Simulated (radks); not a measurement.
# Tm⁺ in [Xe] 4f13 6s1: an all-electron calculation

Wanted: eigenvalues, radial structure and energy terms of the thulium ion Tm+.

Method: scalar-relativistic Kohn-Sham, PBE, spin-polarised, spherical densities, point nucleus; open shells are filled with parallel spins first. Code: radks (a radial shooting solver on a logarithmic mesh, Libxc functionals) version 1.

## (1) The atom as given

| Item | Value |
| --- | --- |
| element | thulium (Z = 69) |
| charge | +1 |
| electrons | 68 |
| configuration | [Xe] 4f13 6s1 |

Outer shells as boxes (Hund's rule):

Tm⁺
```
[Xe] core
4f [↑↓][↑↓][↑↓][↑↓][↑↓][↑↓][↑ ]
6s [↑ ]
```

## (2) The calculation

Settings of this run:

```text
Z 69
configuration [Xe] 4f13 6s1
relativity scalar-relativistic
functional pbe,pbe
spin polarised
nucleus point
c 137.035999084
```

Started as:

```sh
> python run_ks.py task.json out
```

The same process makes all the runs of this session.

Q: Predict the outcome of this run.

**Answer**, as computed:

| quantity | value |
| --- | --- |
| total energy | -13567.2469 hartree |
| exchange-correlation share of it | 2.10 % |
| −T/E | 1.0871 |
| highest occupied level | 4f down, -9.298 eV |
| most extended occupied level | 6s up, <r> = 3.56 bohr |
| radius at density 0.001 e/bohr³ | 4.34 bohr |
| maxima of the radial density | 4 |
| ionisation energy, NIST | 12.07 (semi-emp.) eV |

**Reading.** 6 principal shells are occupied and 4 maxima appear in the radial density; where shells overlap, one shows as a shoulder or not at all. Relativity lifts −T/E to 1.087. Minus the highest eigenvalue, 9.298 eV, is 77 % of the tabulated ionisation energy (12.07 eV); the potential of a semilocal functional falls off too fast, so its top eigenvalue is too shallow. Open shells are spherical and high-spin; term and fine-structure splittings are not resolved. Spin-orbit splitting is averaged out at the scalar-relativistic level.
